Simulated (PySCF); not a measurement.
# C₂H₆GeO₂: NMR shifts, electronic excitations and K edges in gas and solvents, part 2 of 2

PySCF 2.14.0. Atoms count from 0.

### Step 6. Ultraviolet spectrum: CAM-B3LYP/def2-SVPD in chloroform

What the job is given:

```
{"job": {"kind": "uv", "xc": "CAM-B3LYP", "basis": "def2-SVPD", "solvent": "chloroform", "nstates": 6, "ntriplets": 0}, "charge": 0, "multiplicity": 1}
C      2.089843    -0.131783     0.407850
O      0.705609    -0.181483     0.729849
C     -0.139853    -0.177187    -0.308090
O      0.214229    -0.133158    -1.454696
Ge    -2.035675    -0.302884     0.288071
H      2.328883     0.790438    -0.142038
H      2.376943    -0.991120    -0.215827
H      2.628219    -0.155946     1.361993
H     -2.897567     0.413394    -0.759064
H     -2.401890    -1.794905     0.338045
H     -2.215289     0.326885     1.676864
```

Method: TDDFT CAM-B3LYP/def2-SVPD, vertical, IEF-PCM chloroform (non-equilibrium linear response), core orbitals frozen in the response.

What it wrote:

```text
coarse grid: 42968 points
cycle   1  E = -2306.7236344356  dE = -5.943e-03  |g| = 9.215e-01  |ddm| = 3.927e+00
cycle   2  E = -2306.5617346460  dE =  1.619e-01  |g| = 1.346e+00  |ddm| = 2.126e+00
cycle   3  E = -2306.8729919884  dE = -3.113e-01  |g| = 1.547e-01  |ddm| = 1.360e+00
cycle   4  E = -2306.8763968981  dE = -3.405e-03  |g| = 6.263e-02  |ddm| = 1.750e-01
cycle   5  E = -2306.8770691546  dE = -6.723e-04  |g| = 1.376e-02  |ddm| = 6.051e-02
cycle   6  E = -2306.8770984930  dE = -2.934e-05  |g| = 4.365e-03  |ddm| = 1.795e-02
cycle   7  E = -2306.8771018606  dE = -3.368e-06  |g| = 7.601e-04  |ddm| = 5.967e-03
final grid: 90104 points
cycle   8  E = -2306.8770869536  dE = -1.471e-07  |g| = 7.374e-04  |ddm| = 3.251e-03
cycle   9  E = -2306.8770868467  dE =  1.069e-07  |g| = 1.143e-03  |ddm| = 1.566e-03
cycle  10  E = -2306.8770870692  dE = -2.225e-07  |g| = 9.554e-05  |ddm| = 9.929e-04
cycle  11  E = -2306.8770870711  dE = -1.922e-09  |g| = 5.081e-05  |ddm| = 1.452e-04
cycle  12  E = -2306.8770870720  dE = -8.158e-10  |g| = 1.557e-05  |ddm| = 1.194e-04
converged SCF energy = -2306.8770870720

Static polarisability (au): isotropic 78.057, principal 65.208 78.271 90.693

Singlet excitations
state   eV       nm        f      main configurations
  1   5.3337    232.5   0.00571   H->L 0.92
  2   7.3509    168.7   0.03086   H->L+1 0.85
  3   7.6957    161.1   0.13130   H-1->L 0.83
  4   7.9222    156.5   0.00574   H-2->L 0.42, H-4->L 0.40
  5   8.0497    154.0   0.29689   H->L+2 0.69, H->L+4 0.09
  6   8.2768    149.8   0.01910   H->L+3 0.48, H->L+4 0.34
```

Run time: 22 s. Hardware: 1 thread of Arm Neoverse V1, shared host; peak memory 0.81 GiB.

In short: HOMO -9.31 eV, LUMO 0.62 eV; lowest singlet 5.33 eV.

### Step 7. Ultraviolet spectrum: CAM-B3LYP/def2-SVPD in dimethylsulfoxide

Same as in step 6 but for these lines:

```diff
@@ -1,2 +1,2 @@
-{"job": {"kind": "uv", "xc": "CAM-B3LYP", "basis": "def2-SVPD", "solvent": "chloroform", "nstates": 6, "ntriplets": 0}, "charge": 0, "multiplicity": 1}
+{"job": {"kind": "uv", "xc": "CAM-B3LYP", "basis": "def2-SVPD", "solvent": "dimethylsulfoxide", "nstates": 6, "ntriplets": 0}, "charge": 0, "multiplicity": 1}
 C      2.089843    -0.131783     0.407850
```

Level: TDDFT CAM-B3LYP/def2-SVPD, vertical, IEF-PCM dimethylsulfoxide (non-equilibrium linear response), core orbitals frozen in the response.

What it wrote:

```text
coarse grid: 42968 points
cycle   1  E = -2306.7276523121  dE = -9.868e-03  |g| = 9.173e-01  |ddm| = 3.927e+00
cycle   2  E = -2306.5776428267  dE =  1.500e-01  |g| = 1.319e+00  |ddm| = 2.134e+00
cycle   3  E = -2306.8754654387  dE = -2.978e-01  |g| = 1.436e-01  |ddm| = 1.357e+00
cycle   4  E = -2306.8783343744  dE = -2.869e-03  |g| = 6.040e-02  |ddm| = 1.666e-01
cycle   5  E = -2306.8789548654  dE = -6.205e-04  |g| = 1.324e-02  |ddm| = 5.826e-02
cycle   6  E = -2306.8789822029  dE = -2.734e-05  |g| = 4.245e-03  |ddm| = 1.731e-02
cycle   7  E = -2306.8789853356  dE = -3.133e-06  |g| = 7.108e-04  |ddm| = 5.724e-03
final grid: 90104 points
cycle   8  E = -2306.8789704016  dE = -1.337e-07  |g| = 6.781e-04  |ddm| = 3.166e-03
cycle   9  E = -2306.8789703190  dE =  8.259e-08  |g| = 1.033e-03  |ddm| = 1.449e-03
cycle  10  E = -2306.8789705004  dE = -1.814e-07  |g| = 8.576e-05  |ddm| = 9.155e-04
cycle  11  E = -2306.8789705020  dE = -1.613e-09  |g| = 4.712e-05  |ddm| = 1.355e-04
cycle  12  E = -2306.8789705027  dE = -6.912e-10  |g| = 1.444e-05  |ddm| = 1.108e-04
converged SCF energy = -2306.8789705027

Static polarisability (au): isotropic 84.560, principal 71.874 86.325 95.480

Singlet excitations
state   eV       nm        f      main configurations
  1   5.3644    231.1   0.00584   H->L 0.93
  2   7.3876    167.8   0.02933   H->L+1 0.86
  3   7.6875    161.3   0.13712   H-1->L 0.85
  4   7.9116    156.7   0.00593   H-4->L 0.40, H-2->L 0.38, H-3->L 0.09
  5   8.1090    152.9   0.29362   H->L+2 0.69, H->L+4 0.10
  6   8.3045    149.3   0.01462   H->L+3 0.47, H->L+4 0.32
```

Wall time 22 s (1 thread of Arm Neoverse V1, shared host); peak memory 0.85 GiB.

In short: HOMO -9.36 eV, LUMO 0.61 eV; lowest singlet 5.36 eV.

### Step 8. Core excitations: BHandHLYP/def2-SVPD+aug-pcX-1+pcseg-1

Same as in step 7 but for these lines:

```diff
@@ -1,2 +1,2 @@
-{"job": {"kind": "uv", "xc": "CAM-B3LYP", "basis": "def2-SVPD", "solvent": "dimethylsulfoxide", "nstates": 6, "ntriplets": 0}, "charge": 0, "multiplicity": 1}
+{"job": {"kind": "xas", "xc": "BHandHLYP", "basis": {"default": "aug-pcX-1", "H": "pcseg-1", "Ge": "def2-SVPD"}}, "charge": 0, "multiplicity": 1}
 C      2.089843    -0.131783     0.407850
```

Method: core-valence-separated TDA BHandHLYP/aug-pcX-1 H:pcseg-1 Ge:def2-SVPD, K edges, non-relativistic, gas phase.

What it wrote:

```text
coarse grid: 42968 points
cycle   1  E = -2306.6911187743  dE =  2.756e-03  |g| = 8.580e-01  |ddm| = 3.372e+00
cycle   2  E = -2306.5684445778  dE =  1.227e-01  |g| = 1.223e+00  |ddm| = 1.271e+00
cycle   3  E = -2306.8217764526  dE = -2.533e-01  |g| = 1.522e-01  |ddm| = 8.207e-01
cycle   4  E = -2306.8250743001  dE = -3.298e-03  |g| = 6.916e-02  |ddm| = 1.434e-01
cycle   5  E = -2306.8258681144  dE = -7.938e-04  |g| = 1.086e-02  |ddm| = 5.004e-02
cycle   6  E = -2306.8258884685  dE = -2.035e-05  |g| = 3.956e-03  |ddm| = 1.186e-02
cycle   7  E = -2306.8258917472  dE = -3.279e-06  |g| = 9.341e-04  |ddm| = 4.474e-03
final grid: 90104 points
cycle   8  E = -2306.8258798271  dE = -3.042e-07  |g| = 7.451e-04  |ddm| = 2.357e-03
cycle   9  E = -2306.8258797779  dE =  4.915e-08  |g| = 1.081e-03  |ddm| = 1.062e-03
cycle  10  E = -2306.8258799632  dE = -1.853e-07  |g| = 1.147e-04  |ddm| = 6.759e-04
cycle  11  E = -2306.8258799672  dE = -3.991e-09  |g| = 8.235e-05  |ddm| = 1.488e-04
cycle  12  E = -2306.8258799693  dE = -2.056e-09  |g| = 1.399e-05  |ddm| = 1.382e-04
cycle  13  E = -2306.8258799693  dE = -3.320e-11  |g| = 4.313e-06  |ddm| = 1.262e-05
converged SCF energy = -2306.8258799693

C K edge
   eV          f      from atoms
  284.699   0.08168   C2
  286.784   0.04666   C0
  287.174   0.00204   C0
  287.359   0.00657   C0
  287.807   0.03686   C0
  288.064   0.02994   C0
  288.886   0.03853   C2
  288.902   0.00767   C0
  289.298   0.00114   C0
  289.529   0.00891   C0
  289.715   0.00206   C0
  289.795   0.00165   C2

O K edge
   eV          f      from atoms
  529.254   0.04586   O3
  532.651   0.02121   O1
  533.666   0.00003   O3
  534.267   0.00679   O3
  534.508   0.00051   O3
  534.549   0.00503   O3
  534.683   0.02106   O1
  534.852   0.00034   O3
  535.027   0.00575   O1
  535.119   0.00301   O3
  535.432   0.00127   O3
  535.504   0.00165   O3
```

Wall time 13 s (1 thread of Arm Neoverse V1, shared host); peak memory 0.79 GiB.

### Step 9. Side by side: NMR shifts

Shifts (ppm), means over like atoms, with basis size and wall time:

```
                               run     C2    C0    H8    H5     O3     O1   Ge4  functions  time
       PBE0/pcSseg-1 in chloroform  186.6  52.4  4.19  3.73  503.0  234.9  -265        139  13 s
PBE0/pcSseg-1 in dimethylsulfoxide  188.1  52.9  4.20  3.76  496.9  238.7  -264        139  11 s
```

The continuum's effect on the ground state:

```
          solvent      ε  polarisation energy (Eh)  μ (D)
       chloroform   4.71                   -0.0053   2.07
dimethylsulfoxide  46.83                   -0.0075   2.20
```

### Step 10. Side by side: electronic excitations

Excitations and ground-state properties, with basis size and wall time:

```
                                     run  lowest singlet (eV)  brightest (eV)      f  gap (eV)  α (Å³)  μ (D)  functions  time
                     CAM-B3LYP/def2-SVPD                 5.27            7.93  0.176      9.85    9.57   1.83        172  27 s
       CAM-B3LYP/def2-SVPD in chloroform                 5.33            8.05  0.297      9.93   11.57   2.22        172  22 s
CAM-B3LYP/def2-SVPD in dimethylsulfoxide                 5.36            8.11  0.294      9.96   12.53   2.39        172  22 s
```

The continuum's effect on the ground state:

```
          solvent      ε  polarisation energy (Eh)  μ (D)
       chloroform   4.71                   -0.0055   2.22
dimethylsulfoxide  46.83                   -0.0079   2.39
```

### Step 11. Outcome

This closing draws on all 2 parts.

| quantity | value |
| --- | --- |
| point group | C1 |
| rotational constants (main isotopes) | 8.51, 1.59, 1.37 GHz |
| 13C shifts against TMS (PBE0/pcSseg-1, chloroform) | 186.6, 52.4 ppm |
| 1H shifts against TMS (PBE0/pcSseg-1, chloroform, means over atoms taken as alike) | 4.19, 3.73 ppm |
| 17O shifts against H2O (PBE0/pcSseg-1, chloroform) | 503.0, 234.9 ppm |
| 73Ge shifts against GeMe4 (PBE0/pcSseg-1, chloroform) | -265 ppm |
| lowest singlet (CAM-B3LYP/def2-SVPD) | 5.27 eV (235 nm), f = 0.004 |
| brightest single state of those computed | state 4, 7.93 eV, f = 0.176 |
| C K edge | first line 284.70 eV, strongest 284.70 eV (f = 0.082) |
| O K edge | first line 529.25 eV, strongest 529.25 eV (f = 0.046) |
| range of the shift of O3 | 496.9 to 503.0 ppm |
| range of the lowest singlet | 5.27 to 5.36 eV |

What this shows: Relaxing lowered the energy by 0.087 eV in 5 steps; the close pair that moved most is Ge4–H10, from 1.491 to 1.535 Å. At PBE0/pcSseg-1: The largest span, 788 ppm, is at O3, where the paramagnetic term is -567 ppm. The first singlet state (HOMO→LUMO 0.88) lies at 5.27 eV and is weak; of the 6 states computed, the strongest absorption comes from states 4 to 5 together at 7.93 eV. At the C edge the strongest single line lifts a 1s electron of C2 into several orbitals, led by LUMO (weight 0.55), and it is the first line. Absolute edge energies from this method are off by several eV; spacings are better. The continuum holds electrostatics alone: no hydrogen bonds to the solvent, and the gas-phase geometry is kept. Spin-orbit coupling is left out, which matters for shieldings and couplings at and beside the heavy atoms.
